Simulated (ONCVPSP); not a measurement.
**An ONCV potential for titanium, from input to tests**

Do these settings give a usable potential? It is generated, then checked for transferability, scattering, ghosts and hardness.

The numbers are computed with ONCVPSP 4.0.1.1 (patched build) (PBE, scalar-relativistic, spin-unpolarised reference atom).

**1. Settings**

The settings as typed:

| Property | Result |
| --- | --- |
| element | titanium (Ti, Z = 22) |
| type | optimised norm-conserving Vanderbilt (ONCV) |
| frozen core | [Ne] |
| valence charge | 12 |
| reference configuration | 3s2 3p6 3d2.5 4s1.5 |
| partial waves | 3s+4s: rc 1.65 bohr, ncon 3, nbas 7, qcut 7 1/bohr, 2 projectors; 3p: rc 1.00 bohr, ncon 4, nbas 8, qcut 8.7 1/bohr, 3 projectors, debl 2.3 Ha; 3d: rc 1.95 bohr, ncon 4, nbas 9, qcut 7.6 1/bohr, 1 projector |
| local potential | polynomial inside 0.70 bohr (lpopt 5, dvloc0 0 Ha) |
| core correction | Teter function, parameters optimised by the program |

The nodes and maxima of the atom's own shells, from an earlier all-electron run, set the scale for the radii.

All-electron outer shells of the reference configuration (PBE, scalar-relativistic, ld1.x):

| shell | level (eV) | outermost node (bohr) | outermost maximum (bohr) |
| --- | --- | --- | --- |
| 2p | -442.11 | – | 0.22 |
| 3s | -60.74 | 0.40 | 0.87 |
| 3p | -37.05 | 0.37 | 0.90 |
| 4s | -4.04 | 1.25 | 2.99 |
| 3d | -2.89 | – | 1.00 |
| 4p | -1.26 | 1.40 | 3.99 |

**2. Generating the potential**

Contents of Ti.dat:

```
# ATOM AND REFERENCE CONFIGURATION
# atsym  z   nc   nv     iexc    psfile
  Ti 22.00    3    4        4      upf
#
#   n    l    f
    1    0    2.00
    2    0    2.00
    2    1    6.00
    3    0    2.00
    3    1    6.00
    3    2    2.50
    4    0    1.50
#
# PSEUDOPOTENTIAL AND OPTIMIZATION
# lmax
    2
#
#   l,   rc,      ep,       ncon, nbas, qcut
    0    1.65    0.00    3    7    7.00
    1    1.00    0.00    4    8    8.70
    2    1.95    0.00    4    9    7.60
#
# LOCAL POTENTIAL
# lloc, lpopt,  rc(5),   dvloc0
    4    5    0.70    0.00
#
# VANDERBILT-KLEINMAN-BYLANDER PROJECTORs
# l, nproj, debl
    0    2    0.90
    1    3    2.30
    2    1    3.80
#
# MODEL CORE CHARGE
# icmod, fcfact, rcfact
    4    0.45    0.00
#
# LOG DERIVATIVE ANALYSIS
# epsh1, epsh2, depsh
   -4.00    5.00    0.02
#
# OUTPUT GRID
# rlmax, drl
    6.00    0.01
#
# TEST CONFIGURATIONS
# ncnf
    4
# nvcnf
#   n    l    f
    4
    3    0    2.00
    3    1    6.00
    3    2    2.00
    4    0    2.00
#
    4
    3    0    2.00
    3    1    6.00
    3    2    2.00
    4    0    1.00
#
    4
    3    0    2.00
    3    1    6.00
    3    2    2.00
    4    0    0.00
#
    4
    3    0    2.00
    3    1    5.00
    3    2    2.00
    4    0    2.00
#
```

The run is started by

```
$ oncvpsp.x < Ti.dat > Ti.out
```

What does the calculation give? Wanted: cutoffs for 1 and 0.1 mHa per electron, occupied waves; bound ghosts; GHOST(+) flags; largest test error; largest phase difference near zero energy, channels read; rms error of d²Exc/dn², without and with the model core.

As calculated:

```
                                                quantity                         value
  cutoffs for 1 and 0.1 mHa per electron, occupied waves              32 Ha and 107 Ha
                                            bound ghosts             p at -35100.06 eV
                                          GHOST(+) flags     s at 140 eV, p at 3959 eV
                            largest test error (AE − PS)  -72 meV, for 3s2 3p5 3d2 4s2
largest phase difference near zero energy, channels read                     0.010 rad
 rms error of d²Exc/dn², without and with the model core             1.99 and 0.67 mHa
```

**Reading.** A bound ghost (p) makes it unfit for use: electrons can fall into a state that the atom doesn't have. By total energies transferability is fair: the largest error is 72 meV on 45.2 eV, for 3s2 3p5 3d2 4s2. That test lies far up in energy; among those under 40 eV, nearer to bonding, the largest error is 7.4 meV. By its cutoff, 32 Ha for the looser tolerance, it is of middling hardness. The tighter tolerance needs 107 Ha, and converged work needs a cutoff nearer that. At the looser tolerance the 3p wave is the slowest; 3d needs 23 Ha. Near zero energy the phases of the channels with partial waves agree within 0.010 rad. The program also flags highly localised states, GHOST(+) (s, p). These are tests on the free atom; a crystal test is still owed.
